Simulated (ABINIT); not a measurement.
The system is HPbNO4.

```xyz
7
Lattice="3.8571 0.0018 -0.0366 0.1735 4.3344 -0.0165 0.7580 0.8387 5.8766" Properties=species:S:1:pos:R:3 pbc="T T T"
H     2.6784    4.0493    1.1289
Pb    3.2640    2.7055    5.3570
N     3.1776    1.4531    2.9117
O     1.3252    2.6900    4.5562
O     2.9731    4.6255    2.8902
O     2.3661    4.0462    0.1903
O     3.3249    2.1006    1.8421
```

The cell was built by a generator and needn't be a form met in nature.

Base run:

| Property | Result |
| --- | --- |
| Program | ABINIT 10.8.3 (patched build) |
| Functional | PBE |
| Potentials or basis | SG15 NC PBE v1.2 |
| Cutoff | 1143 eV |
| k mesh | 4 × 4 × 3 |
| Occupations | fermi-dirac, width 0.05 eV |
| Spin | no spin polarisation |

Its results: band gap on the k mesh 0.55 eV, indirect (least direct gap 0.93 eV); pressure 0.1 GPa; largest force 0.113 eV/Å.

Task: The run is repeated on the same cell with these changes: potentials or basis from SG15 NC PBE v1.2 to Ansatz PAW PBE default generated set, frozen core; cutoff from 1143 eV to 435 eV; k mesh from 4 × 4 × 3 to 5 × 4 × 4. What comes out?

Result: Band gap on the k mesh 0.26 eV, indirect (least direct gap 0.45 eV); pressure -0.3 GPa; largest force 0.019 eV/Å.

Caveats: spin-orbit coupling is left out, which as a rule narrows the gap of such compounds by several tenths of an eV; an odd mesh through Γ misses points on the zone boundary, where band edges often lie; the atomic spheres overlap (some runs).
